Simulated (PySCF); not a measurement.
# Tb⁴⁷⁺, Tb⁴⁸⁺, Tb⁴⁹⁺: ionisation energies in even-tempered 18s12p4d4f

Each state of terbium is computed at each level; their differences give the ionisation energy. How far do the methods differ?

The numbers are computed with PySCF 2.14.0 (unrestricted determinants in a Gaussian basis, no spin-orbit coupling in the energies), except any that are marked as measured or tabulated.

## Step 1: Starting point

- Element: terbium (Z = 65)
- Basis: an even-tempered Gaussian basis (18 s from 10 bohr⁻², ratio 2.5; 12 p from 14 bohr⁻², ratio 2.5; 4 d from 58 bohr⁻², ratio 2.7; 4 f from 87 bohr⁻², ratio 2.7)
- Hamiltonian: the spin-free X2C one-electron Hamiltonian (Gaussian nucleus)
- State 1: Tb⁴⁷⁺: [Ar], closed-shell 1S
- State 2: Tb⁴⁸⁺: [Ne] 3s2 3p5, 2P determinant
- State 3: Tb⁴⁹⁺: [Ne] 3s2 3p4, high-spin 3P determinant
- Needed too, but not shown: Tb⁵⁰⁺ [Ne] 3s2 3p3 (4S)
- Methods: UHF, LDA, PBE, PBE0, r2SCAN, PBEsol, BHandHLYP, MP2
- Core shells frozen in the correlated runs: outer shells: 1s2 (for Tb⁴⁷⁺)

The outer shells:

Tb47+ [Ar]
```
[Ne] core
3s [↑↓]
3p [↑↓][↑↓][↑↓]
```

Tb48+ [Ne] 3s2 3p5
```
[Ne] core
3s [↑↓]
3p [↑↓][↑↓][↑ ]
```

Tb49+ [Ne] 3s2 3p4
```
[Ne] core
3s [↑↓]
3p [↑↓][↑ ][↑ ]
```

The runs were made by one driver on top of PySCF. The scripts below sum up each run's settings (the driver also hands on starting orbitals that pick excited configurations, and frozen orbitals as a list rather than a count), and the logs come from the driver's own runs. The driver starts from symmetry-adapted Hartree-Fock orbitals, holds the occupation by maximum overlap and uses a logarithmic radial grid for functionals, so a plain start would take other cycles.

The integrals over 102 functions and the set-up took 0.16 s of CPU time.

## Step 2: Tb⁴⁷⁺, method by method

**UHF**

Input file input.py:

```python
from pyscf import gto, scf, dft, mp, cc
mol = gto.M(atom="Tb 0 0 0", charge=47, spin=0, symmetry="D2h",
            basis=gto.etbs([(0, 18, 10, 2.5), (1, 12, 14, 2.5), (2, 4, 58, 2.7), (3, 4, 87, 2.7)]),
            nucmod="G")
mf = scf.UHF(mol).sfx2c1e()
mf.irrep_nelec = {'Ag': (3, 3), 'B1u': (2, 2), 'B2u': (2, 2), 'B3u': (2, 2)}
mf.kernel()
```

What it wrote:

```text
damping factor = 0
level_shift factor = 0
DIIS = <class 'pyscf.scf.diis.CDIIS'>
diis_start_cycle = 1
diis_space = 10
diis_damp = 0
SCF conv_tol = 1e-09
SCF conv_tol_grad = None
number electrons alpha = 9  beta = 9
cycle= 1 E= -9681.46798725642  delta_E= -1.09e-11  |g|= 3.65e-06  |ddm|= 1.1e-06
converged SCF energy = -9681.46798725642  <S^2> = 1.7763568e-14  2S+1 = 1
```

It used 1.9 s of CPU time after the integrals (shared host).

Orbital energies by shell (radii are means over both spins):

```tsv
shell	electrons	mean orbital energy (eV)	spread (eV)	rms radius (bohr)
1s	2	-55297.0	0	0.0245
2s	2	-11732.7	0	0.0978
2p	6	-10777.6	0	0.0877
3s	2	-4509.6	0	0.237
3p	6	-4202.5	0	0.234
```

⟨S²⟩ = 0.000, ⟨L²⟩ = 0.00.

Spin-orbit constants on these orbitals (cm⁻¹; bare nucleus, screened nucleus, mean field): 2p 3939000, 3818000, 3771000; 3p 972400, 942500, 932100.

The p, d and f levels are scalar averages; spin-orbit coupling splits them strongly at this Z.

**LDA**

Changes to input.py:

```diff
@@ -4,3 +4,3 @@
             nucmod="G")
-mf = scf.UHF(mol).sfx2c1e()
+mf = dft.UKS(mol, xc="LDA,VWN").sfx2c1e()
 mf.irrep_nelec = {'Ag': (3, 3), 'B1u': (2, 2), 'B2u': (2, 2), 'B3u': (2, 2)}
```

What it wrote:

```text
damping factor = 0
level_shift factor = 0
DIIS = <class 'pyscf.scf.diis.CDIIS'>
diis_start_cycle = 1
diis_space = 10
diis_damp = 0
SCF conv_tol = 1e-09
SCF conv_tol_grad = None
number electrons alpha = 9  beta = 9
XC functionals = LDA,VWN
    P. A. M. Dirac.,  Math. Proc. Cambridge Philos. Soc. 26, 376 (1930)
    F. Bloch.,  Z. Phys. 57, 545 (1929)
    S. H. Vosko, L. Wilk, and M. Nusair.,  Can. J. Phys. 58, 1200 (1980)
cycle= 1 E= -9674.02478278726  delta_E= -0.022  |g|= 0.0688  |ddm|= 0.0375
cycle= 2 E= -9674.0247882891  delta_E= -5.5e-06  |g|= 0.00387  |ddm|= 0.000545
cycle= 3 E= -9674.0247883235  delta_E= -3.44e-08  |g|= 0.000115  |ddm|= 4.95e-05
cycle= 4 E= -9674.02478832356  delta_E= -5.46e-11  |g|= 1.45e-06  |ddm|= 2.68e-06
converged SCF energy = -9674.02478832356  <S^2> = 1.4210855e-14  2S+1 = 1
```

It used 0.23 s of CPU time after the integrals (shared host).

**PBE**

Changes to input.py:

```diff
@@ -4,3 +4,3 @@
             nucmod="G")
-mf = dft.UKS(mol, xc="LDA,VWN").sfx2c1e()
+mf = dft.UKS(mol, xc="PBE").sfx2c1e()
 mf.irrep_nelec = {'Ag': (3, 3), 'B1u': (2, 2), 'B2u': (2, 2), 'B3u': (2, 2)}
```

What it wrote:

```text
damping factor = 0
level_shift factor = 0
DIIS = <class 'pyscf.scf.diis.CDIIS'>
diis_start_cycle = 1
diis_space = 10
diis_damp = 0
SCF conv_tol = 1e-09
SCF conv_tol_grad = None
number electrons alpha = 9  beta = 9
XC functionals = PBE
    J. P. Perdew, K. Burke, and M. Ernzerhof.,  Phys. Rev. Lett. 77, 3865 (1996)
    J. P. Perdew, K. Burke, and M. Ernzerhof.,  Phys. Rev. Lett. 78, 1396 (1997)
    J. P. Perdew, K. Burke, and M. Ernzerhof.,  Phys. Rev. Lett. 77, 3865 (1996)
    J. P. Perdew, K. Burke, and M. Ernzerhof.,  Phys. Rev. Lett. 78, 1396 (1997)
cycle= 1 E= -9682.74265950249  delta_E= -0.0139  |g|= 0.0156  |ddm|= 0.0254
cycle= 2 E= -9682.74266030255  delta_E= -8e-07  |g|= 0.00049  |ddm|= 0.000581
cycle= 3 E= -9682.74266030458  delta_E= -2.04e-09  |g|= 4.96e-05  |ddm|= 2.17e-05
cycle= 4 E= -9682.74266030459  delta_E= -1.09e-11  |g|= 5.92e-07  |ddm|= 1.17e-06
converged SCF energy = -9682.74266030459  <S^2> = 1.5987212e-14  2S+1 = 1
```

It used 0.31 s of CPU time after the integrals (shared host).

**PBE0**

Changes to input.py:

```diff
@@ -4,3 +4,3 @@
             nucmod="G")
-mf = dft.UKS(mol, xc="PBE").sfx2c1e()
+mf = dft.UKS(mol, xc="PBE0").sfx2c1e()
 mf.irrep_nelec = {'Ag': (3, 3), 'B1u': (2, 2), 'B2u': (2, 2), 'B3u': (2, 2)}
```

What it wrote:

```text
damping factor = 0
level_shift factor = 0
DIIS = <class 'pyscf.scf.diis.CDIIS'>
diis_start_cycle = 1
diis_space = 10
diis_damp = 0
SCF conv_tol = 1e-09
SCF conv_tol_grad = None
number electrons alpha = 9  beta = 9
XC functionals = PBE0
    C. Adamo and V. Barone.,  J. Chem. Phys. 110, 6158 (1999)
    M. Ernzerhof and G. E. Scuseria.,  J. Chem. Phys. 110, 5029 (1999)
cycle= 1 E= -9682.64136438656  delta_E= -0.00771  |g|= 0.0139  |ddm|= 0.0188
cycle= 2 E= -9682.64136479245  delta_E= -4.06e-07  |g|= 0.000258  |ddm|= 0.000467
cycle= 3 E= -9682.6413647929  delta_E= -4.55e-10  |g|= 2.45e-05  |ddm|= 7.6e-06
converged SCF energy = -9682.6413647929  <S^2> = 1.7763568e-14  2S+1 = 1
```

CPU time 0.49 s on a shared host, the integrals not counted.

**r2SCAN**

Changes to input.py:

```diff
@@ -4,3 +4,3 @@
             nucmod="G")
-mf = dft.UKS(mol, xc="PBE0").sfx2c1e()
+mf = dft.UKS(mol, xc="R2SCAN").sfx2c1e()
 mf.irrep_nelec = {'Ag': (3, 3), 'B1u': (2, 2), 'B2u': (2, 2), 'B3u': (2, 2)}
```

What it wrote:

```text
damping factor = 0
level_shift factor = 0
DIIS = <class 'pyscf.scf.diis.CDIIS'>
diis_start_cycle = 1
diis_space = 10
diis_damp = 0
SCF conv_tol = 1e-09
SCF conv_tol_grad = None
number electrons alpha = 9  beta = 9
XC functionals = R2SCAN
    J. W. Furness, A. D. Kaplan, J. Ning, J. P. Perdew, and J. Sun.,  J. Phys. Chem. Lett. 11, 8208-8215 (2020)
    J. W. Furness, A. D. Kaplan, J. Ning, J. P. Perdew, and J. Sun.,  J. Phys. Chem. Lett. 11, 9248-9248 (2020)
    J. W. Furness, A. D. Kaplan, J. Ning, J. P. Perdew, and J. Sun.,  J. Phys. Chem. Lett. 11, 8208-8215 (2020)
    J. W. Furness, A. D. Kaplan, J. Ning, J. P. Perdew, and J. Sun.,  J. Phys. Chem. Lett. 11, 9248-9248 (2020)
cycle= 1 E= -9682.93053190057  delta_E= -0.00702  |g|= 0.0158  |ddm|= 0.0202
cycle= 2 E= -9682.93053203479  delta_E= -1.34e-07  |g|= 0.000467  |ddm|= 0.000139
cycle= 3 E= -9682.93053203533  delta_E= -5.37e-10  |g|= 2.99e-05  |ddm|= 6.84e-06
converged SCF energy = -9682.93053203533  <S^2> = 1.5987212e-14  2S+1 = 1
```

CPU time 0.49 s on a shared host, the integrals not counted.

**PBEsol**

Changes to input.py:

```diff
@@ -4,3 +4,3 @@
             nucmod="G")
-mf = dft.UKS(mol, xc="R2SCAN").sfx2c1e()
+mf = dft.UKS(mol, xc="PBEsol").sfx2c1e()
 mf.irrep_nelec = {'Ag': (3, 3), 'B1u': (2, 2), 'B2u': (2, 2), 'B3u': (2, 2)}
```

What it wrote:

```text
damping factor = 0
level_shift factor = 0
DIIS = <class 'pyscf.scf.diis.CDIIS'>
diis_start_cycle = 1
diis_space = 10
diis_damp = 0
SCF conv_tol = 1e-09
SCF conv_tol_grad = None
number electrons alpha = 9  beta = 9
XC functionals = PBEsol
    J. P. Perdew, A. Ruzsinszky, G. I. Csonka, O. A. Vydrov, G. E. Scuseria, L. A. Constantin, X. Zhou, and K. Burke.,  Phys. Rev. Lett. 100, 136406 (2008)
    J. P. Perdew, A. Ruzsinszky, G. I. Csonka, O. A. Vydrov, G. E. Scuseria, L. A. Constantin, X. Zhou, and K. Burke.,  Phys. Rev. Lett. 100, 136406 (2008)
cycle= 1 E= -9678.8466466086  delta_E= -0.015  |g|= 0.0334  |ddm|= 0.0286
cycle= 2 E= -9678.84664804818  delta_E= -1.44e-06  |g|= 0.00155  |ddm|= 0.000466
cycle= 3 E= -9678.84664805221  delta_E= -4.03e-09  |g|= 4.13e-05  |ddm|= 1.37e-05
cycle= 4 E= -9678.84664805221  delta_E=    0  |g|= 1.24e-06  |ddm|= 1.02e-06
converged SCF energy = -9678.84664805221  <S^2> = 1.5987212e-14  2S+1 = 1
```

CPU time 0.31 s on a shared host, the integrals not counted.

**BHandHLYP**

Changes to input.py:

```diff
@@ -4,3 +4,3 @@
             nucmod="G")
-mf = dft.UKS(mol, xc="PBEsol").sfx2c1e()
+mf = dft.UKS(mol, xc="BHANDHLYP").sfx2c1e()
 mf.irrep_nelec = {'Ag': (3, 3), 'B1u': (2, 2), 'B2u': (2, 2), 'B3u': (2, 2)}
```

What it wrote:

```text
damping factor = 0
level_shift factor = 0
DIIS = <class 'pyscf.scf.diis.CDIIS'>
diis_start_cycle = 1
diis_space = 10
diis_damp = 0
SCF conv_tol = 1e-09
SCF conv_tol_grad = None
number electrons alpha = 9  beta = 9
XC functionals = BHANDHLYP
    A. D. Becke.,  J. Chem. Phys. 98, 1372 (1993)
    Defined through Gaussian implementation.
cycle= 1 E= -9683.04708000034  delta_E= -0.00387  |g|= 0.0138  |ddm|= 0.0127
cycle= 2 E= -9683.04708041946  delta_E= -4.19e-07  |g|= 0.00043  |ddm|= 0.000427
cycle= 3 E= -9683.04708042009  delta_E= -6.29e-10  |g|= 3e-05  |ddm|= 6.63e-06
converged SCF energy = -9683.04708042009  <S^2> = 1.0658141e-14  2S+1 = 1
```

It used 0.5 s of CPU time after the integrals (shared host).

**MP2 (outer shells)**

Changes to input.py:

```diff
@@ -4,4 +4,5 @@
             nucmod="G")
-mf = dft.UKS(mol, xc="BHANDHLYP").sfx2c1e()
+mf = scf.UHF(mol).sfx2c1e()
 mf.irrep_nelec = {'Ag': (3, 3), 'B1u': (2, 2), 'B2u': (2, 2), 'B3u': (2, 2)}
 mf.kernel()
+mp.UMP2(mf, frozen=1).kernel()
```

No log was kept for this step.

CPU time 0.37 s on a shared host, the integrals not counted.

With 16 electrons correlated, the MP2 correlation energy is -0.66859 hartree (-0.19055 same spin, -0.47805 opposite spin); the SCS form gives -0.63717. Largest pairs of shells: 3p-3p -0.1936, 2p-2p -0.1892, 2p-3p -0.1250, 2s-2p -0.0560, 3s-3p -0.0344.

Radial density 4πr²ρ of Tb⁴⁷⁺ at UHF, without picture-change correction:

```tsv
r (bohr)	density
0.000475	2.30
0.000799	4.96
0.00134	10.4
0.00226	20.9
0.00380	39.1
0.00640	64.3
0.0108	85.8
0.0181	85.3
0.0304	76.7
0.0512	103
0.0861	83.9
0.145	40.5
0.244	39.7
0.410	3.08
0.690	0.00441
```

## Step 3: Tb⁴⁸⁺: the ladder of methods

**UHF**

Input file input.py:

```python
from pyscf import gto, scf, dft, mp, cc
mol = gto.M(atom="Tb 0 0 0", charge=48, spin=1, symmetry="D2h",
            basis=gto.etbs([(0, 18, 10, 2.5), (1, 12, 14, 2.5), (2, 4, 58, 2.7), (3, 4, 87, 2.7)]),
            nucmod="G")
mf = scf.UHF(mol).sfx2c1e()
mf.irrep_nelec = {'Ag': (3, 3), 'B1u': (2, 2), 'B2u': (2, 2), 'B3u': (2, 1)}
mf.kernel()
```

What it wrote:

```text
damping factor = 0
level_shift factor = 0
DIIS = <class 'pyscf.scf.diis.CDIIS'>
diis_start_cycle = 1
diis_space = 10
diis_damp = 0
SCF conv_tol = 1e-09
SCF conv_tol_grad = None
number electrons alpha = 9  beta = 8
cycle= 1 E= -9527.08046061405  delta_E= -0.00782  |g|= 0.0669  |ddm|= 0.0263
cycle= 2 E= -9527.08057990205  delta_E= -0.000119  |g|= 0.00919  |ddm|= 0.00339
cycle= 3 E= -9527.08058222754  delta_E= -2.33e-06  |g|= 7.02e-05  |ddm|= 0.000537
cycle= 4 E= -9527.08058222759  delta_E= -5.28e-11  |g|= 2.54e-06  |ddm|= 2.71e-06
converged SCF energy = -9527.08058222759  <S^2> = 0.75039368  2S+1 = 2.0003936
```

CPU time 2.1 s on a shared host, the integrals not counted.

The occupied shells:

```tsv
shell	electrons	mean orbital energy (eV)	spread (eV)	rms radius (bohr)
1s α	1	-55461.7	0	0.0245
1s β	1	-55455.3	0	0.0245
2s α	1	-11873.0	0	0.0977
2s β	1	-11869.0	0	0.0977
2p α	3	-10921.7	9.196	0.0876
2p β	3	-10914.0	7.536	0.0876
3s α	1	-4619.4	0	0.236
3s β	1	-4595.3	0	0.236
3p α	3	-4313.5	14.090	0.233
3p β	2	-4302.3	0	0.233
```

⟨S²⟩ = 0.750, ⟨L²⟩ = 2.00.

Spin-orbit constants on these orbitals (cm⁻¹; bare nucleus, screened nucleus, mean field): 3p 987000, 956600, 946300. To first order in LS coupling the lowest level has J = 3/2 and lies 58.7 eV below the centre of the term.

Spin-orbit coupling, absent here, splits the open shell strongly.

**LDA**

Changes to input.py:

```diff
@@ -4,3 +4,3 @@
             nucmod="G")
-mf = scf.UHF(mol).sfx2c1e()
+mf = dft.UKS(mol, xc="LDA,VWN").sfx2c1e()
 mf.irrep_nelec = {'Ag': (3, 3), 'B1u': (2, 2), 'B2u': (2, 2), 'B3u': (2, 1)}
```

What it wrote:

```text
damping factor = 0
level_shift factor = 0
DIIS = <class 'pyscf.scf.diis.CDIIS'>
diis_start_cycle = 1
diis_space = 10
diis_damp = 0
SCF conv_tol = 1e-09
SCF conv_tol_grad = None
number electrons alpha = 9  beta = 8
XC functionals = LDA,VWN
    P. A. M. Dirac.,  Math. Proc. Cambridge Philos. Soc. 26, 376 (1930)
    F. Bloch.,  Z. Phys. 57, 545 (1929)
    S. H. Vosko, L. Wilk, and M. Nusair.,  Can. J. Phys. 58, 1200 (1980)
cycle= 1 E= -9519.60956094865  delta_E= -0.0246  |g|= 0.0714  |ddm|= 0.0378
cycle= 2 E= -9519.60956983132  delta_E= -8.88e-06  |g|= 0.00402  |ddm|= 0.000787
cycle= 3 E= -9519.60956987038  delta_E= -3.91e-08  |g|= 0.000111  |ddm|= 5.33e-05
cycle= 4 E= -9519.60956987043  delta_E= -5.28e-11  |g|= 1.56e-06  |ddm|= 2.33e-06
converged SCF energy = -9519.60956987043  <S^2> = 0.7500559  2S+1 = 2.0000559
```

CPU time 0.21 s on a shared host, the integrals not counted.

**PBE**

Changes to input.py:

```diff
@@ -4,3 +4,3 @@
             nucmod="G")
-mf = dft.UKS(mol, xc="LDA,VWN").sfx2c1e()
+mf = dft.UKS(mol, xc="PBE").sfx2c1e()
 mf.irrep_nelec = {'Ag': (3, 3), 'B1u': (2, 2), 'B2u': (2, 2), 'B3u': (2, 1)}
```

What it wrote:

```text
damping factor = 0
level_shift factor = 0
DIIS = <class 'pyscf.scf.diis.CDIIS'>
diis_start_cycle = 1
diis_space = 10
diis_damp = 0
SCF conv_tol = 1e-09
SCF conv_tol_grad = None
number electrons alpha = 9  beta = 8
XC functionals = PBE
    J. P. Perdew, K. Burke, and M. Ernzerhof.,  Phys. Rev. Lett. 77, 3865 (1996)
    J. P. Perdew, K. Burke, and M. Ernzerhof.,  Phys. Rev. Lett. 78, 1396 (1997)
    J. P. Perdew, K. Burke, and M. Ernzerhof.,  Phys. Rev. Lett. 77, 3865 (1996)
    J. P. Perdew, K. Burke, and M. Ernzerhof.,  Phys. Rev. Lett. 78, 1396 (1997)
cycle= 1 E= -9528.30691803923  delta_E= -0.0173  |g|= 0.0249  |ddm|= 0.0295
cycle= 2 E= -9528.30692143641  delta_E= -3.4e-06  |g|= 0.000633  |ddm|= 0.000716
cycle= 3 E= -9528.30692143924  delta_E= -2.83e-09  |g|= 2.27e-05  |ddm|= 1.78e-05
cycle= 4 E= -9528.30692143924  delta_E= -3.64e-12  |g|= 1.65e-06  |ddm|= 7.07e-07
converged SCF energy = -9528.30692143924  <S^2> = 0.75010259  2S+1 = 2.0001026
```

CPU time 0.3 s on a shared host, the integrals not counted.

**PBE0**

Changes to input.py:

```diff
@@ -4,3 +4,3 @@
             nucmod="G")
-mf = dft.UKS(mol, xc="PBE").sfx2c1e()
+mf = dft.UKS(mol, xc="PBE0").sfx2c1e()
 mf.irrep_nelec = {'Ag': (3, 3), 'B1u': (2, 2), 'B2u': (2, 2), 'B3u': (2, 1)}
```

What it wrote:

```text
damping factor = 0
level_shift factor = 0
DIIS = <class 'pyscf.scf.diis.CDIIS'>
diis_start_cycle = 1
diis_space = 10
diis_damp = 0
SCF conv_tol = 1e-09
SCF conv_tol_grad = None
number electrons alpha = 9  beta = 8
XC functionals = PBE0
    C. Adamo and V. Barone.,  J. Chem. Phys. 110, 6158 (1999)
    M. Ernzerhof and G. E. Scuseria.,  J. Chem. Phys. 110, 5029 (1999)
cycle= 1 E= -9528.19754692014  delta_E= -0.0118  |g|= 0.0272  |ddm|= 0.0259
cycle= 2 E= -9528.19755621946  delta_E= -9.3e-06  |g|= 0.00126  |ddm|= 0.00106
cycle= 3 E= -9528.19755624981  delta_E= -3.03e-08  |g|= 3.4e-05  |ddm|= 6.01e-05
cycle= 4 E= -9528.19755624984  delta_E= -3.27e-11  |g|= 4.43e-07  |ddm|= 1.65e-06
converged SCF energy = -9528.19755624984  <S^2> = 0.75015742  2S+1 = 2.0001574
```

CPU time 0.6 s on a shared host, the integrals not counted.

**r2SCAN**

Changes to input.py:

```diff
@@ -4,3 +4,3 @@
             nucmod="G")
-mf = dft.UKS(mol, xc="PBE0").sfx2c1e()
+mf = dft.UKS(mol, xc="R2SCAN").sfx2c1e()
 mf.irrep_nelec = {'Ag': (3, 3), 'B1u': (2, 2), 'B2u': (2, 2), 'B3u': (2, 1)}
```

What it wrote:

```text
damping factor = 0
level_shift factor = 0
DIIS = <class 'pyscf.scf.diis.CDIIS'>
diis_start_cycle = 1
diis_space = 10
diis_damp = 0
SCF conv_tol = 1e-09
SCF conv_tol_grad = None
number electrons alpha = 9  beta = 8
XC functionals = R2SCAN
    J. W. Furness, A. D. Kaplan, J. Ning, J. P. Perdew, and J. Sun.,  J. Phys. Chem. Lett. 11, 8208-8215 (2020)
    J. W. Furness, A. D. Kaplan, J. Ning, J. P. Perdew, and J. Sun.,  J. Phys. Chem. Lett. 11, 9248-9248 (2020)
    J. W. Furness, A. D. Kaplan, J. Ning, J. P. Perdew, and J. Sun.,  J. Phys. Chem. Lett. 11, 8208-8215 (2020)
    J. W. Furness, A. D. Kaplan, J. Ning, J. P. Perdew, and J. Sun.,  J. Phys. Chem. Lett. 11, 9248-9248 (2020)
cycle= 1 E= -9528.454639453  delta_E= -0.0121  |g|= 0.033  |ddm|= 0.0298
cycle= 2 E= -9528.45464786211  delta_E= -8.41e-06  |g|= 0.00131  |ddm|= 0.000929
cycle= 3 E= -9528.4546478794  delta_E= -1.73e-08  |g|= 3.49e-05  |ddm|= 4.3e-05
cycle= 4 E= -9528.45464787941  delta_E= -9.09e-12  |g|= 1.35e-06  |ddm|= 8.54e-07
converged SCF energy = -9528.45464787941  <S^2> = 0.75023404  2S+1 = 2.000234
```

CPU time 0.59 s on a shared host, the integrals not counted.

**PBEsol**

Changes to input.py:

```diff
@@ -4,3 +4,3 @@
             nucmod="G")
-mf = dft.UKS(mol, xc="R2SCAN").sfx2c1e()
+mf = dft.UKS(mol, xc="PBEsol").sfx2c1e()
 mf.irrep_nelec = {'Ag': (3, 3), 'B1u': (2, 2), 'B2u': (2, 2), 'B3u': (2, 1)}
```

What it wrote:

```text
damping factor = 0
level_shift factor = 0
DIIS = <class 'pyscf.scf.diis.CDIIS'>
diis_start_cycle = 1
diis_space = 10
diis_damp = 0
SCF conv_tol = 1e-09
SCF conv_tol_grad = None
number electrons alpha = 9  beta = 8
XC functionals = PBEsol
    J. P. Perdew, A. Ruzsinszky, G. I. Csonka, O. A. Vydrov, G. E. Scuseria, L. A. Constantin, X. Zhou, and K. Burke.,  Phys. Rev. Lett. 100, 136406 (2008)
    J. P. Perdew, A. Ruzsinszky, G. I. Csonka, O. A. Vydrov, G. E. Scuseria, L. A. Constantin, X. Zhou, and K. Burke.,  Phys. Rev. Lett. 100, 136406 (2008)
cycle= 1 E= -9524.43358212519  delta_E= -0.0182  |g|= 0.0386  |ddm|= 0.032
cycle= 2 E= -9524.43358640235  delta_E= -4.28e-06  |g|= 0.00183  |ddm|= 0.000668
cycle= 3 E= -9524.43358641055  delta_E= -8.2e-09  |g|= 6.21e-05  |ddm|= 2.33e-05
cycle= 4 E= -9524.43358641056  delta_E= -1.64e-11  |g|= 2.36e-06  |ddm|= 1.32e-06
converged SCF energy = -9524.43358641056  <S^2> = 0.75008668  2S+1 = 2.0000867
```

It used 0.3 s of CPU time after the integrals (shared host).

**BHandHLYP**

Changes to input.py:

```diff
@@ -4,3 +4,3 @@
             nucmod="G")
-mf = dft.UKS(mol, xc="PBEsol").sfx2c1e()
+mf = dft.UKS(mol, xc="BHANDHLYP").sfx2c1e()
 mf.irrep_nelec = {'Ag': (3, 3), 'B1u': (2, 2), 'B2u': (2, 2), 'B3u': (2, 1)}
```

What it wrote:

```text
damping factor = 0
level_shift factor = 0
DIIS = <class 'pyscf.scf.diis.CDIIS'>
diis_start_cycle = 1
diis_space = 10
diis_damp = 0
SCF conv_tol = 1e-09
SCF conv_tol_grad = None
number electrons alpha = 9  beta = 8
XC functionals = BHANDHLYP
    A. D. Becke.,  J. Chem. Phys. 98, 1372 (1993)
    Defined through Gaussian implementation.
cycle= 1 E= -9528.60623677405  delta_E= -0.00873  |g|= 0.0362  |ddm|= 0.024
cycle= 2 E= -9528.60626377555  delta_E= -2.7e-05  |g|= 0.00287  |ddm|= 0.00173
cycle= 3 E= -9528.60626397635  delta_E= -2.01e-07  |g|= 6.09e-05  |ddm|= 0.000157
cycle= 4 E= -9528.60626397641  delta_E= -5.46e-11  |g|= 2.41e-06  |ddm|= 2.75e-06
converged SCF energy = -9528.60626397641  <S^2> = 0.75022043  2S+1 = 2.0002204
```

It used 0.61 s of CPU time after the integrals (shared host).

**MP2 (outer shells)**

Changes to input.py:

```diff
@@ -4,4 +4,5 @@
             nucmod="G")
-mf = dft.UKS(mol, xc="BHANDHLYP").sfx2c1e()
+mf = scf.UHF(mol).sfx2c1e()
 mf.irrep_nelec = {'Ag': (3, 3), 'B1u': (2, 2), 'B2u': (2, 2), 'B3u': (2, 1)}
 mf.kernel()
+mp.UMP2(mf, frozen=1).kernel()
```

No log was kept for this step.

It used 0.4 s of CPU time after the integrals (shared host).

With 15 electrons correlated, the MP2 correlation energy is -0.62994 hartree (-0.17450 same spin, -0.45544 opposite spin); the SCS form gives -0.60469. Largest pairs of shells: 2p-2p -0.1933, 3p-3p -0.1340, 2p-3p -0.1087, 3s-3p -0.0616, 2s-2p -0.0574.

Radial density 4πr²ρ of Tb⁴⁸⁺ at UHF, without picture-change correction:

```tsv
r (bohr)	density	spin density
0.000475	2.30	0.000
0.000799	4.96	0.000
0.00134	10.4	0.000
0.00226	21.0	0.001
0.00380	39.1	0.006
0.00640	64.3	0.027
0.0108	85.7	0.130
0.0181	84.9	0.528
0.0304	75.4	1.530
0.0512	101	2.142
0.0861	83.7	0.186
0.145	37.8	2.995
0.244	34.8	4.802
0.410	2.56	0.368
0.690	0.00371	0.000
```

[end of part 1 of 2]
